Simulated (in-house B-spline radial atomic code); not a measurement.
**Ar⁺: ionisation energy by several methods**

The task here is to estimate one member of a computed series from the others.

Program: in-house B-spline radial atomic code version 1. Level of theory: non-relativistic, several functionals, spin-polarised, exact exchange averaged over the configuration; spherical all-electron atom at the radial basis limit. These are calculated values, not measurements, unless marked.

## What is computed

| Property | Result |
| --- | --- |
| element | argon (Z = 18) |
| charge | +1 |
| electrons | 17 |
| configuration | [Ne] 3s2 3p5 |
| nucleus | point |

Outer shells as boxes (Hund's rule):

[Ne] 3s2 3p5
```
[Ne] core
3s [↑↓]
3p [↑↓][↑↓][↑ ]
```

Where spins are not typed, each open shell is filled with up spins first.

The first run:

Input settings:

```ini
Z = 18
electrons = 17.0
configuration = [Ne] 3s2 3p5
hamiltonian = nr
method = pbe0
spin_polarised = True
exact_exchange = averaged over the configuration
```

Launch:

```console
> python run_scf.py task.json out
```

One command runs all members of the session, one after another, from task.json.

Steps of the session up to this table: PBE0, a global hybrid; LC-ωPBE, a range-separated hybrid; B97-1, a global hybrid; r2SCAN0, a global hybrid; B3LYP, a global hybrid.

One of the session's tables, all rows but one given; the rest of the session is left out.

```
 method  ΔSCF (eV)
   PBE0     27.687
  B97-1     27.690
r2SCAN0          ?
  B3LYP     27.761
LC-ωPBE     27.834
```

Estimate the missing values for r2SCAN0.

As computed: ΔSCF (eV): 27.727. In the column «ΔSCF (eV)» it lies between B97-1 (27.690) and B3LYP (27.761).
